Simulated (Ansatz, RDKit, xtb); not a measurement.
**C4H7NOSi: which of the isomers drawn lies lowest?**

A sample of isomers of C4H7NOSi is drawn. Aim: find which of them has the lowest free energy at 298.15 K, then its properties. The sample is small against all isomers, and the most stable one of this formula need not be in it.

Plan: many cheap relaxations first (GFN2-xTB), then density-functional screening, relaxation at B3LYP/def2-SVP, vibrations (at GFN2-xTB) and a final energy. The numbers are computed, not measured.

**1. Possible bonding patterns**

Isomers were taken from a list of plausible structures; this is a sample, not all of them. That gives 6 candidates.

```
label               SMILES     spin
 c270       On1cccc1[SiH3]  singlet
 c317    Oc1cc[nH]c1[SiH3]  singlet
 c613  Oc1c[nH]c([SiH3])c1  singlet
 c652    Oc1c[nH]cc1[SiH3]  singlet
 c777     Oc1ccn([SiH3])c1  singlet
 c940     On1ccc([SiH3])c1  singlet
```

Candidates are built by distance geometry, with a force field where one applies, in up to four conformers (letters a to d).

**Question.** With final energies at CCSD(T)/def2-SVP + MP2/def2-TZVPP - MP2/def2-SVP, which structure will this search put lowest in free energy, and by what margin?

| quantity | value |
| --- | --- |
| lowest structure found | Oc1ccn([SiH3])c1, singlet |
| next finalist | Oc1cc[nH]c1[SiH3], singlet, 8.1 kcal/mol higher in G |
| share at equilibrium, among the finalists | 100.0 % |

`Oc1ccn([SiH3])c1` comes out lowest. The margin of 8.1 kcal/mol over the next finalist is beyond the usual error of the last level; it says nothing of structures that weren't ranked. GFN2-xTB, HF/STO-3G, r2SCAN-D4/def2-SVP, B3LYP/def2-SVP, HF/def2-SVP and MP2/def2-SVP already put its bonding pattern lowest among the structures in one piece. Lowest found is not proven lowest: the search is finite, and each finalist counts with one conformer. Only 6 drawn patterns were tried, so whole families of isomers are missing, and the result ranks this sample alone. The lowest isomer need not be the one that is made and kept in a bottle, which depends on barriers.
